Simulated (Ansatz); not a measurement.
# Hf3C: the cost of one run

Program: Ansatz 0.2.0. Level of theory: DFT PBE, scalar-relativistic, plane waves, PAW. These are calculated values, not measurements.

**1. The starting structure**

The structure is hexagonal, space group P6_3/mmc (No. 194). Conventional cell: a = 5.783 Å, b = 5.783 Å, c = 4.642 Å, α = 90.00°, β = 90.00°, γ = 120.00°. Hf (site symmetry mm2) is surrounded by 4 C at 2.86 to 2.89 Å and 8 Hf at 2.86 to 2.90 Å. C (site symmetry -6m2) is surrounded by 12 Hf at 2.86 to 2.89 Å.

Coordinates:

```cif
data_structure
_symmetry_space_group_name_H-M 'P 1'
_symmetry_Int_Tables_number 1
_cell_length_a 5.7829
_cell_length_b 5.7829
_cell_length_c 4.6416
_cell_angle_alpha 90.000
_cell_angle_beta 90.000
_cell_angle_gamma 120.000
_cell_volume 134.43
loop_
_atom_site_label
_atom_site_type_symbol
_atom_site_fract_x
_atom_site_fract_y
_atom_site_fract_z
_atom_site_occupancy
Hf1 Hf 0.83300 0.66600 0.25000 1
Hf2 Hf 0.16700 0.83300 0.75000 1
Hf3 Hf 0.33400 0.16700 0.25000 1
Hf4 Hf 0.16700 0.33400 0.75000 1
Hf5 Hf 0.83300 0.16700 0.25000 1
Hf6 Hf 0.66600 0.83300 0.75000 1
C1 C 0.33333 0.66667 0.25000 1
C2 C 0.66667 0.33333 0.75000 1
```

(A quick probe on a coarse mesh, which set the mesh and smearing, is not shown.)

**3. Rough relaxation on the coarse mesh**

input.yaml

```yaml
crystal:
  lattice:
    - [5.7828532992, 0.0, 0.0]
    - [-2.8914266496, 5.0080978634, 0.0]
    - [0.0, 0.0, 4.6416320224]
  atoms:
    - { symbol: Hf, position: [0.833, 0.666, 0.25] }
    - { symbol: Hf, position: [0.167, 0.833, 0.75] }
    - { symbol: Hf, position: [0.334, 0.167, 0.25] }
    - { symbol: Hf, position: [0.167, 0.334, 0.75] }
    - { symbol: Hf, position: [0.833, 0.167, 0.25] }
    - { symbol: Hf, position: [0.666, 0.833, 0.75] }
    - { symbol: C, position: [0.3333333333, 0.6666666667, 0.25] }
    - { symbol: C, position: [0.6666666667, 0.3333333333, 0.75] }
basis:
  ecutwfc: 420
kpoints:
  mp_grid: { grid: [3, 3, 4] }
hamiltonian:
  xc: pbe
scf:
  occupations: { method: gaussian, width: 0.1 }
  lower_state_search: "off"
output:
  forces: true
  stress: true
  eigenvalues: true
relax:
  adjacent_minimum: "off"
  f_tol: 0.04
  max_steps: 70
  cell: { stress_tol: 0.4 }
```

Started as:

```console
ansatz run input.yaml --threads 1 --pin off --max-ram 2560MiB --backend cpu --events-out ev --progress --plain --runs-dir out
```

**Question.** How long does this run take on 1 thread of Intel Xeon Platinum 8259CL at 2.50GHz (Skylake/Cascade Lake), shared host, and how much memory does it need?

About 86 s, with a peak of 0.53 GiB.
